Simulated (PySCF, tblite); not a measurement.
# C₂₈H₂₆Si₂: electronic excitations, NMR shifts, part 2 of 2

tblite 0.8.0 and PySCF 2.14.0. Atoms count from 0.

### Step 5. NMR shifts: GIAO PBE/pcSseg-1

Job settings and geometry (Å):

```
{"job": {"kind": "nmr", "basis": "pcSseg-1", "pop": false, "xc": "PBE"}, "charge": 0, "multiplicity": 1}
C      3.143220    -2.250901    -1.859935
Si     2.435243    -1.077996    -0.539326
C      0.600635    -0.915183    -0.774138
C     -0.597104    -0.792734    -0.900270
Si    -2.431871    -0.564033    -1.068797
C     -3.135352    -1.898973    -2.227746
C     -2.728292     1.196042    -1.702009
C     -3.544264     1.473356    -2.792634
C     -3.788703     2.776915    -3.186936
C     -3.215771     3.828448    -2.492585
C     -2.391113     3.570147    -1.409733
C     -2.152871     2.265648    -1.020967
C     -3.201779    -0.679269     0.660106
C     -2.490308    -1.206899     1.732410
C     -3.058059    -1.289222     2.991090
C     -4.352802    -0.843820     3.197551
C     -5.073417    -0.309403     2.142297
C     -4.499026    -0.227532     0.887096
C      3.202900     0.650582    -0.672324
C      2.490716     1.715687    -1.213366
C      3.056659     2.974201    -1.308538
C      4.350009     3.188097    -0.862679
C      5.071065     2.140093    -0.314846
C      4.498690     0.884945    -0.220243
C      2.728718    -1.691044     1.228363
C      2.148438    -0.999997     2.288877
C      2.384897    -1.373875     3.597989
C      3.212056    -2.451326     3.869944
C      3.789679    -3.155508     2.827579
C      3.547250    -2.776174     1.519217
H      2.731986    -3.250688    -1.759815
H      4.224799    -2.321685    -1.790681
H      2.899708    -1.891090    -2.854985
H     -2.891382    -2.889560    -1.856367
H     -2.722435    -1.809565    -3.227754
H     -4.216778    -1.832341    -2.301718
H     -3.997843     0.658759    -3.339293
H     -4.428456     2.974138    -4.035889
H     -3.410604     4.847046    -2.795109
H     -1.937666     4.388001    -0.867573
H     -1.513009     2.065535    -0.172717
H     -1.477616    -1.550638     1.574738
H     -2.489559    -1.700911     3.813153
H     -4.799490    -0.912188     4.178932
H     -6.082527     0.044843     2.301538
H     -5.062925     0.200445     0.068939
H      1.478950     1.552519    -1.557271
H      2.487452     3.790364    -1.730518
H      4.795422     4.169313    -0.940795
H      6.079081     2.304473     0.039948
H      5.063439     0.073082     0.218477
H      1.506841    -0.155709     2.077885
H      1.927745    -0.824405     4.408710
H      3.405290    -2.741937     4.892222
H      4.431530    -4.000198     3.035525
H      4.003968    -3.330235     0.711327
```

Level: GIAO PBE/pcSseg-1 NMR shielding, non-relativistic, gas phase.

Log:

```text
start: PBE on a coarse grid of 46870 points
cycle   1  E = -1659.1314702120  dE =  4.086e+00  |g| = 1.213e+00  |ddm| = 7.928e+00
cycle   2  E = -1658.7290004434  dE =  4.025e-01  |g| = 1.733e+00  |ddm| = 3.179e+00
cycle   3  E = -1659.5351689951  dE = -8.062e-01  |g| = 1.467e-01  |ddm| = 2.081e+00
cycle   4  E = -1659.5367091582  dE = -1.540e-03  |g| = 1.193e-01  |ddm| = 2.773e-01
cycle   5  E = -1659.5405829941  dE = -3.874e-03  |g| = 3.096e-02  |ddm| = 1.560e-01
cycle   6  E = -1659.5408332285  dE = -2.502e-04  |g| = 1.229e-02  |ddm| = 5.949e-02
cycle   7  E = -1659.5408815393  dE = -4.831e-05  |g| = 2.610e-03  |ddm| = 2.002e-02
final grid: 423724 points
cycle   8  E = -1659.7885737323  dE = -1.253e-04  |g| = 2.470e-02  |ddm| = 1.411e-01
cycle   9  E = -1659.7883697537  dE =  2.040e-04  |g| = 3.683e-02  |ddm| = 6.977e-02
cycle  10  E = -1659.7887221494  dE = -3.524e-04  |g| = 7.775e-03  |ddm| = 4.451e-02
cycle  11  E = -1659.7887381082  dE = -1.596e-05  |g| = 2.390e-03  |ddm| = 9.503e-03
cycle  12  E = -1659.7887388733  dE = -7.650e-07  |g| = 1.219e-03  |ddm| = 2.831e-03
cycle  13  E = -1659.7887393836  dE = -5.103e-07  |g| = 1.906e-04  |ddm| = 1.180e-03
cycle  14  E = -1659.7887402132  dE = -8.296e-07  |g| = 6.774e-05  |ddm| = 3.333e-04
converged SCF energy = -1659.7887402132

GIAO shielding tensors (ppm)
atom      isotropic    diamagn.    paramagn.     s11        s22        s33       span
  0 C      183.822     256.785     -72.963    177.142    184.229    190.097     12.955
  1 Si     361.031     893.659    -532.628    341.783    359.918    381.392     39.609
  2 C       63.103     275.745    -212.642    -35.638    -26.982    251.928    287.567
  3 C       63.113     275.725    -212.612    -35.630    -26.975    251.945    287.575
  4 Si     361.066     893.655    -532.589    341.834    359.918    381.445     39.611
  5 C      183.861     256.764     -72.904    177.181    184.270    190.131     12.950
  6 C       41.286     269.327    -228.042    -47.643     -9.663    181.163    228.805
  7 C       46.298     250.776    -204.478    -67.334     36.773    169.454    236.788
  8 C       52.019     252.917    -200.898    -55.930     40.544    171.443    227.373
  9 C       49.845     254.582    -204.738    -57.150     34.282    172.402    229.552
 10 C       51.205     255.018    -203.812    -58.584     40.261    171.939    230.523
 11 C       42.622     258.192    -215.570    -68.465     25.258    171.073    239.538
 12 C       40.674     268.475    -227.801    -47.177    -11.093    180.291    227.468
 13 C       43.811     259.038    -215.227    -67.134     29.157    169.410    236.545
 14 C       51.872     255.139    -203.268    -56.467     41.131    170.951    227.418
 15 C       50.248     255.092    -204.844    -56.684     35.355    172.073    228.757
 16 C       51.937     253.195    -201.259    -56.358     40.735    171.434    227.792
 17 C       45.398     251.426    -206.028    -65.588     29.647    172.136    237.723
 18 C       40.690     268.488    -227.798    -47.138    -11.097    180.304    227.442
 19 C       43.816     259.059    -215.243    -67.148     29.197    169.398    236.547
 20 C       51.896     255.158    -203.262    -56.410     41.110    170.988    227.398
 21 C       50.273     255.108    -204.835    -56.642     35.370    172.091    228.733
 22 C       51.927     253.217    -201.290    -56.401     40.744    171.439    227.840
 23 C       45.405     251.447    -206.043    -65.597     29.683    172.129    237.726
 24 C       41.271     269.350    -228.079    -47.650     -9.698    181.161    228.811
 25 C       42.632     258.153    -215.522    -68.472     25.295    171.071    239.543
 26 C       51.223     255.013    -203.790    -58.563     40.263    171.968    230.532
 27 C       49.871     254.554    -204.684    -57.108     34.299    172.421    229.529
 28 C       52.033     252.907    -200.875    -55.900     40.526    171.472    227.372
 29 C       46.296     250.770    -204.474    -67.345     36.794    169.439    236.783
 30 H       30.847      34.428      -3.581     27.266     27.952     37.323     10.056
 31 H       30.967      30.321       0.646     26.615     28.253     38.033     11.419
 32 H       30.974      33.957      -2.983     26.366     29.758     36.796     10.430
 33 H       30.977      33.934      -2.957     26.369     29.759     36.803     10.433
 34 H       30.850      34.438      -3.588     27.268     27.953     37.330     10.062
 35 H       30.971      30.316       0.655     26.619     28.256     38.039     11.420
 36 H       23.787      33.542      -9.755     19.502     21.694     30.165     10.662
 37 H       23.988      27.167      -3.179     20.623     24.331     27.009      6.386
 38 H       24.027      28.148      -4.121     20.837     24.809     26.433      5.596
 39 H       23.994      35.228     -11.234     20.757     23.442     27.783      7.025
 40 H       23.678      44.067     -20.389     19.316     22.136     29.582     10.266
 41 H       23.423      42.426     -19.003     17.708     23.886     28.675     10.967
 42 H       24.172      35.063     -10.891     20.107     24.049     28.360      8.253
 43 H       24.216      28.467      -4.251     20.722     25.059     26.868      6.146
 44 H       24.273      27.465      -3.192     20.528     24.509     27.781      7.253
 45 H       24.451      33.228      -8.777     19.858     22.157     31.339     11.480
 46 H       23.423      42.448     -19.025     17.710     23.883     28.677     10.966
 47 H       24.176      35.094     -10.918     20.110     24.054     28.365      8.255
 48 H       24.217      28.492      -4.275     20.723     25.062     26.865      6.143
 49 H       24.274      27.474      -3.200     20.529     24.507     27.786      7.257
 50 H       24.452      33.229      -8.778     19.856     22.159     31.340     11.484
 51 H       23.676      44.061     -20.385     19.309     22.140     29.578     10.268
 52 H       23.996      35.222     -11.226     20.757     23.444     27.787      7.030
 53 H       24.028      28.127      -4.099     20.836     24.813     26.436      5.600
 54 H       23.989      27.152      -3.164     20.625     24.331     27.011      6.386
 55 H       23.785      33.534      -9.748     19.500     21.692     30.164     10.664
```

It took 2.2 min on 2 threads of Intel Xeon at 2.70GHz, shared host; peak memory 1.3 GiB.

The references, computed at this level on geometries of the same kind, shield at (ppm): ¹H TMS 31.64, ¹³C TMS 182.6, ²⁹Si TMS 330.5. Their shielding less the atom's gives the shift. The references are single molecules in the gas phase. Atoms listed in one row are averaged.

```csv
atoms,environment,σ (ppm),δ (ppm)
"C6, C12, C18, C24",substituted aromatic carbon,41.0,141.6
"C7, C11, C13, C17, C19 and 3 more",aromatic CH,44.5,138.1
"C9, C15, C21, C27",aromatic CH,50.1,132.6
"C8, C10, C14, C16, C20 and 3 more",aromatic CH,51.8,130.9
"C2, C3",alkyne carbon,63.1,119.5
"C0, C5",methyl carbon bonded to Si,183.8,-1.2
"H36, H40, H41, H45, H46 and 3 more",hydrogen on an aromatic CH,23.83,7.81
"H37, H39, H42, H44, H47 and 3 more",hydrogen on an aromatic CH,24.11,7.53
"H38, H43, H48, H53",hydrogen on an aromatic CH,24.12,7.52
"H30, H31, H32, H33, H34, H35",hydrogen on a methyl carbon bonded to Si,30.93,0.71
"Si1, Si4",silicon bonded to 4 C,361.0,-30.5
```

Ring of atoms C6, C7, C8, C9, C10, C11: NICS(0) -7.2, NICS(1) -10.6, NICS(1)zz -27.5 ppm (means of both faces).

### Step 6. Summary of results

This closing draws on all 2 parts.

| quantity | value |
| --- | --- |
| strongest single infrared mode (GFN2-xTB) | 871 cm⁻¹, 550 km/mol |
| zero-point energy (GFN2-xTB) | 274.3 kcal/mol |
| lowest singlet (PBE/6-31G*) | 4.66 eV (266 nm), f = 0.001 |
| brightest single state of those computed | state 3, 4.74 eV, f = 0.031 |
| lowest triplet | 4.19 eV |
| ¹³C shifts against TMS (PBE/pcSseg-1, means over atoms taken as alike) | 141.6, 138.1, 132.6, 130.9, 119.5, -1.2 ppm |
| ¹H shifts against TMS (PBE/pcSseg-1, means over atoms taken as alike) | 7.81, 7.53, 7.52, 0.71 ppm |
| ²⁹Si shifts against TMS (PBE/pcSseg-1, means over atoms taken as alike) | -30.5 ppm |

In words: The lowest mode is slightly imaginary (8i cm⁻¹), a soft motion within the noise of the Hessian, so the minimum is not strictly shown. The strongest single mode, at 871 cm⁻¹, is carried by C2, C3, Si4, Si1. Unscaled tight-binding wavenumbers are off by several per cent, some by more. Its intensities can rank the bands wrongly. The lowest singlet, at 4.66 eV, is HOMO→LUMO 0.83 and is dark; of the 8 states computed, the strongest absorption comes from state 3 at 4.74 eV. The lowest triplet lies 0.47 eV below the lowest singlet (triplets in Tamm-Dancoff, singlets in full TDDFT). At PBE/pcSseg-1: Shielding is most anisotropic at C2, C3 (span 288 ppm, paramagnetic term -213 ppm). NICS(1)zz of -28 ppm above the planar ring from C6 marks a diatropic (aromatic) ring current.
